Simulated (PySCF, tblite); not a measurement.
**C₅H₅FO₂: geometry, infrared bands and NMR shifts**

What infrared bands and NMR shifts should C₅H₅FO₂ (`O=COC1=CC[C@H]1F`) show?

The runs use tblite 0.8.0 and PySCF 2.14.0, with density-fitted response routines of our own; the level of theory stands in each step. All values are computed, except where a source is named. Atoms are numbered from 0 throughout.

### 1 The starting structure

13 atoms, charge 0, multiplicity 1; geometry from: force field or distance geometry start.

Bonds of the start (Å): O0–C1 1.26, C1–O2 1.39, O2–C3 1.42, C3–C4 1.29, C4–C5 1.47, C5–C6 1.48, C6–F7 1.38, C6–C3 1.47, C1–H8 1.09, C4–H9 1.10, C5–H10 1.12, C5–H11 1.10, C6–H12 1.14.

### 2 Relaxing the molecule with GFN2-xTB

The job: settings as JSON, then the geometry in Å.

```
{"job": {"kind": "relax", "xc": "GFN2-xTB", "basis": "xTB"}, "charge": 0, "multiplicity": 1}
O      2.384100     0.032200    -0.501800
C      2.371200     0.531200     0.650300
O      1.121800     0.683200     1.249600
C      0.038900     0.276900     0.428700
C     -0.373800     0.649900    -0.732400
C     -1.515100    -0.271200    -0.834600
C     -1.051300    -0.709900     0.500500
F     -0.650300    -2.025500     0.622200
H      3.293200     0.803300     1.171800
H     -0.003900     1.412600    -1.439300
H     -1.327800    -1.071600    -1.589700
H     -2.514900     0.189600    -0.903900
H     -1.776500    -0.500200     1.360700
```

Run with:

```
OMP_NUM_THREADS=1 python probes_run.py task.json out
```

The driver reads the jobs from task.json and runs them one after another.

Standard output:

```text
step      E/eV     max force
  0    -708.33296    5.149
  1    -708.60510    5.809
  2    -708.90830    1.772
  3    -708.96380    1.945
  4    -709.03231    0.724
  5    -709.10466    0.465
  6    -709.11822    0.354
  7    -709.13070    0.219
  8    -709.13780    0.235
  9    -709.14443    0.267
 10    -709.14902    0.240
 11    -709.15356    0.203
 12    -709.15760    0.186
 13    -709.16131    0.190
 14    -709.16512    0.168
 15    -709.16991    0.174
 16    -709.17576    0.233
 17    -709.18200    0.204
 18    -709.18732    0.203
 19    -709.19109    0.172
 20    -709.19376    0.157
 21    -709.19604    0.159
 22    -709.19835    0.146
 23    -709.20063    0.124
 24    -709.20229    0.089
 25    -709.20317    0.079
 26    -709.20378    0.070
 27    -709.20460    0.091
 28    -709.20591    0.126
 29    -709.20787    0.129
 30    -709.21019    0.217
 31    -709.21192    0.224
 32    -709.21526    0.157
 33    -709.22003    0.174
 34    -709.22386    0.164
 35    -709.22795    0.242
 36    -709.23120    0.216
 37    -709.23404    0.524
 38    -709.23818    0.201
 39    -709.24248    0.195
 40    -709.25035    0.535
 41    -709.25219    0.302
 42    -709.25544    0.126
 43    -709.25781    0.362
 44    -709.25929    0.240
 45    -709.26127    0.123
 46    -709.26276    0.118
 47    -709.26510    0.124
 48    -709.26765    0.184
 49    -709.26871    0.386
 50    -709.27326    0.171
 51    -709.27597    0.149
 52    -709.27954    0.101
 53    -709.28060    0.104
 54    -709.28219    0.111
 55    -709.28318    0.090
 56    -709.28405    0.099
 57    -709.28467    0.059
 58    -709.28509    0.058
 59    -709.28544    0.051
 60    -709.28569    0.081
 61    -709.28595    0.082
 62    -709.28615    0.072
 63    -709.28635    0.058
 64    -709.28655    0.044
 65    -709.28680    0.036
 66    -709.28712    0.038
 67    -709.28748    0.043
 68    -709.28780    0.061
 69    -709.28803    0.051
 70    -709.28823    0.060
 71    -709.28842    0.039
 72    -709.28862    0.037
 73    -709.28877    0.045
 74    -709.28891    0.048
 75    -709.28908    0.043
 76    -709.28919    0.025
 77    -709.28924    0.010
```

Wall time 0.63 s (1 thread of Arm Neoverse N1, shared host); peak memory 0.18 GiB.

The steps of the relaxation: (not every step is listed)

| step | energy from step 0 (eV) | largest force (eV/Å) |
| --- | --- | --- |
| 0 | 0.0000 | 5.1492 |
| 1 | -0.2721 | 5.8091 |
| 2 | -0.5753 | 1.7719 |
| 3 | -0.6308 | 1.9451 |
| 4 | -0.6994 | 0.7240 |
| 5 | -0.7717 | 0.4649 |
| 6 | -0.7853 | 0.3536 |
| 7 | -0.7977 | 0.2193 |
| 8 | -0.8048 | 0.2355 |
| 14 | -0.8322 | 0.1679 |
| 20 | -0.8608 | 0.1571 |
| 26 | -0.8708 | 0.0700 |
| 32 | -0.8823 | 0.1569 |
| 38 | -0.9052 | 0.2006 |
| 44 | -0.9263 | 0.2397 |
| 50 | -0.9403 | 0.1709 |
| 56 | -0.9511 | 0.0991 |
| 62 | -0.9532 | 0.0724 |
| 68 | -0.9548 | 0.0609 |
| 72 | -0.9557 | 0.0374 |
| 73 | -0.9558 | 0.0447 |
| 74 | -0.9560 | 0.0481 |
| 75 | -0.9561 | 0.0425 |
| 76 | -0.9562 | 0.0247 |
| 77 | -0.9563 | 0.0101 |

Distances of close pairs at the start and the end, largest changes first:

```csv
bond,before (Å),after (Å),change (Å)
C5–C6,1.480,1.552,+0.072
O0–C1,1.256,1.192,-0.063
C1–O2,1.394,1.333,-0.061
O2–C3,1.418,1.366,-0.052
C6–H12,1.144,1.093,-0.051
C3–C4,1.287,1.334,+0.046
C4–C5,1.470,1.510,+0.039
C3–C6,1.472,1.507,+0.035
```

The next job starts from the end point, and lists it.

### 3 Vibrational analysis with GFN2-xTB

The job: settings as JSON, then the geometry in Å.

```
{"job": {"kind": "ir", "xc": "GFN2-xTB", "basis": "xTB"}, "charge": 0, "multiplicity": 1}
O      2.483772     1.276289    -0.420190
C      2.376548     0.699947     0.618134
O      1.307341     0.036781     1.058950
C      0.193864    -0.041758     0.271783
C     -0.205382     0.398900    -0.922134
C     -1.563426    -0.251381    -0.813011
C     -1.115308    -0.713344     0.599277
F     -1.071474    -2.069469     0.773161
H      3.161818     0.629018     1.388044
H      0.245799     0.998467    -1.687510
H     -1.727177    -1.081032    -1.497009
H     -2.419178     0.420089    -0.833108
H     -1.671586    -0.302019     1.445883
```

Standard output:

```text
mode    cm-1     km/mol
  1      47.4      4.51
  2     151.7      7.46
  3     170.4      7.16
  4     207.9      0.94
  5     274.8      8.86
  6     402.5     11.21
  7     430.1     15.65
  8     609.3     13.88
  9     617.7      0.92
 10     761.4     10.22
 11     816.2     26.69
 12     864.4     47.33
 13     927.8      6.40
 14     955.6     19.51
 15     976.7      2.34
 16    1005.5      4.86
 17    1054.6      4.37
 18    1092.5     36.35
 19    1119.5    346.05
 20    1141.7     12.47
 21    1186.7     12.40
 22    1208.8     70.13
 23    1248.8     38.17
 24    1295.0     53.16
 25    1346.5     17.82
 26    1440.4      4.36
 27    1688.9     54.62
 28    1782.4    458.43
 29    2844.7     72.17
 30    2944.6     24.90
 31    3007.3     23.12
 32    3020.2     12.34
 33    3167.1      5.03
```

It took 0.51 s on 1 thread of Arm Neoverse N1, shared host; peak memory 0.18 GiB.

Which atoms move in the most intense modes:

| cm⁻¹ | km/mol | atoms |
| --- | --- | --- |
| 864 | 47.3 | O2 21 %, H11 17 %, C5 12 %, F7 12 % |
| 1120 | 346.1 | O2 35 %, C1 29 %, C6 15 % |
| 1209 | 70.1 | C5 26 %, C4 22 %, C3 15 % |
| 1249 | 38.2 | H12 32 %, C3 28 % |
| 1295 | 53.2 | H12 43 %, C6 31 %, C3 14 % |
| 1689 | 54.6 | C3 57 %, C4 37 % |
| 1782 | 458.4 | C1 58 %, O0 40 % |
| 2845 | 72.2 | H8 93 % |

### 4 Nuclear shieldings: PBE0/pcSseg-1

The job, as its differences from that of step 3:

```diff
@@ -1,2 +1,2 @@
-{"job": {"kind": "ir", "xc": "GFN2-xTB", "basis": "xTB"}, "charge": 0, "multiplicity": 1}
+{"job": {"kind": "nmr", "xc": "PBE0", "basis": "pcSseg-1"}, "charge": 0, "multiplicity": 1}
 O      2.483772     1.276289    -0.420190
```

Level: GIAO PBE0/pcSseg-1 NMR shielding, non-relativistic, gas phase.

Standard output:

```text
coarse grid: 11792 points
cycle   1  E = -443.0100042784  dE =  1.571e+00  |g| = 9.377e-01  |ddm| = 3.399e+00
cycle   2  E = -442.6205319156  dE =  3.895e-01  |g| = 1.723e+00  |ddm| = 1.623e+00
cycle   3  E = -443.1555890671  dE = -5.351e-01  |g| = 2.950e-01  |ddm| = 1.199e+00
cycle   4  E = -443.1704642366  dE = -1.488e-02  |g| = 9.058e-02  |ddm| = 2.414e-01
cycle   5  E = -443.1717270852  dE = -1.263e-03  |g| = 2.414e-02  |ddm| = 5.667e-02
cycle   6  E = -443.1718393336  dE = -1.122e-04  |g| = 8.537e-03  |ddm| = 2.118e-02
cycle   7  E = -443.1718559137  dE = -1.658e-05  |g| = 2.770e-03  |ddm| = 8.887e-03
cycle   8  E = -443.1718575682  dE = -1.654e-06  |g| = 5.616e-04  |ddm| = 2.249e-03
final grid: 116920 points
cycle   9  E = -443.2473298817  dE = -2.395e-05  |g| = 1.333e-02  |ddm| = 2.889e-02
cycle  10  E = -443.2472843938  dE =  4.549e-05  |g| = 2.087e-02  |ddm| = 2.004e-02
cycle  11  E = -443.2473622296  dE = -7.784e-05  |g| = 1.794e-03  |ddm| = 1.229e-02
cycle  12  E = -443.2473627994  dE = -5.698e-07  |g| = 4.642e-04  |ddm| = 1.298e-03
cycle  13  E = -443.2473628303  dE = -3.091e-08  |g| = 1.948e-04  |ddm| = 4.206e-04
cycle  14  E = -443.2473628375  dE = -7.184e-09  |g| = 5.536e-05  |ddm| = 1.789e-04
cycle  15  E = -443.2473628381  dE = -6.667e-10  |g| = 1.726e-05  |ddm| = 5.112e-05
converged SCF energy = -443.2473628381

GIAO shielding tensors (ppm)
atom      isotropic    diamagn.    paramagn.     s11        s22        s33       span
  0 O     -130.499     401.940    -532.438   -431.193   -246.546    286.243    717.436
  1 C       24.243     243.906    -219.663    -82.395     72.490     82.634    165.029
  2 O       76.098     400.500    -324.402   -107.370    125.312    210.352    317.722
  3 C       34.205     256.488    -222.284    -61.901     62.781    101.734    163.635
  4 C       57.803     256.453    -198.650    -36.024     71.054    138.380    174.404
  5 C      151.198     253.059    -101.861    134.278    153.446    165.869     31.591
  6 C       93.896     242.748    -148.852     63.697     84.845    133.146     69.450
  7 F      375.673     469.943     -94.270    358.178    374.981    393.862     35.684
  8 H       23.593      25.427      -1.834     19.033     23.703     28.043      9.010
  9 H       25.398      33.298      -7.900     22.248     25.267     28.678      6.430
 10 H       29.073      29.255      -0.182     25.991     27.378     33.852      7.861
 11 H       29.044      29.318      -0.274     26.165     26.721     34.245      8.080
 12 H       25.981      28.926      -2.946     22.984     25.981     28.978      5.995
```

It took 33 s on 1 thread of Arm Neoverse N1, shared host; peak memory 0.74 GiB.

Shifts follow as δ = σ(reference) − σ, with reference shieldings (ppm) from runs at the same level and on the same kind of geometry: 1H TMS 31.72, 13C TMS 186.9, 19F CFCl3 170.9, 17O H2O 336.1. The references are single molecules in the gas phase, so shifts against H2O, NH3, PH3, H3PO4 or CFCl3 are not on the usual liquid scales and can be off by tens of ppm.

```
atoms                                                  environment  σ (ppm)  δ (ppm)  δ scaled to CDCl3
   C1                                        ester carbonyl carbon     24.2    162.7              156.9
   C3                                 alkene carbon bearing oxygen     34.2    152.7              147.1
   C4                β carbon of an enol-ether or enamine type C=C     57.8    129.1              124.1
   C6                                   allylic sp3 CH bonded to F     93.9     93.0               88.9
   C5                                              allylic sp3 CH2    151.2     35.7               33.0
   H8                         hydrogen on an ester carbonyl carbon    23.59     8.12               7.76
   H9  hydrogen on a β carbon of an enol-ether or enamine type C=C    25.40     6.32               6.06
  H12                    hydrogen on an allylic sp3 CH bonded to F    25.98     5.74               5.51
  H11                               hydrogen on an allylic sp3 CH2    29.04     2.67               2.63
  H10                               hydrogen on an allylic sp3 CH2    29.07     2.64               2.60
   O0                                        ester carbonyl oxygen   -130.5    466.6                  –
   O2                                          ester alkoxy oxygen     76.1    260.0                  –
   F7                                    fluorine on an sp3 carbon    375.7   -204.7                  –
```

The scaled column applies a straight-line fit of computed shieldings to shifts measured in CDCl3, and one for carbons that bear F (root-mean-square error 0.16 ppm for H, 1.9 ppm for C).

Charges from the same density, by scheme (e):

| atoms | Mulliken | IAO | Hirshfeld | ESP fit |
| --- | --- | --- | --- | --- |
| O0 | -0.38 | -0.42 | -0.23 | -0.50 |
| C1 | 0.44 | 0.41 | 0.19 | 0.60 |
| O2 | -0.41 | -0.29 | -0.08 | -0.39 |
| C3 | 0.13 | 0.14 | 0.05 | 0.29 |
| C4 | -0.14 | -0.17 | -0.05 | -0.23 |
| C5 | -0.14 | -0.28 | -0.08 | -0.28 |
| C6 | 0.22 | 0.18 | 0.06 | 0.17 |
| F7 | -0.32 | -0.31 | -0.12 | -0.23 |

Mayer bond orders: O0–C1 1.99, C1–O2 1.07, O2–C3 0.93, C3–C4 1.74, C4–C5 1.02, C5–C6 1.03, C6–F7 0.91, C6–C3 1.04.

Ring of atoms C3, C4, C5, C6: NICS(0) -4.9, NICS(1) -2.8, NICS(1)zz 0.5 ppm (means of both faces; NICS(1) differs between them: -4.2 and -1.3).

### 5 What came out

```
                                 quantity                                value
strongest single infrared mode (GFN2-xTB)                1782 cm⁻¹, 458 km/mol
             zero-point energy (GFN2-xTB)                        56.9 kcal/mol
   13C shifts against TMS (PBE0/pcSseg-1)  162.7, 152.7, 129.1, 93.0, 35.7 ppm
    1H shifts against TMS (PBE0/pcSseg-1)     8.12, 6.32, 5.74, 2.67, 2.64 ppm
   17O shifts against H2O (PBE0/pcSseg-1)                     466.6, 260.0 ppm
 19F shifts against CFCl3 (PBE0/pcSseg-1)                           -204.7 ppm
```

Relaxing lowered the energy by 0.956 eV in 77 steps; the close pair that moved most is C5–C6, from 1.480 to 1.552 Å. All 33 modes are real, so the xTB geometry is a minimum. The strongest single mode, at 1782 cm⁻¹, moves mainly C1 and O0. Unscaled tight-binding wavenumbers are off by several per cent, some by more. Its intensities can rank the bands wrongly. The most deshielded carbon is C1 (ester carbonyl carbon), at 162.7 ppm: it is a carbonyl in resonance with an O or N lone pair, the region of acids, esters and amides. At PBE0/pcSseg-1: The largest span, 717 ppm, is at O0, where the paramagnetic term is -532 ppm.
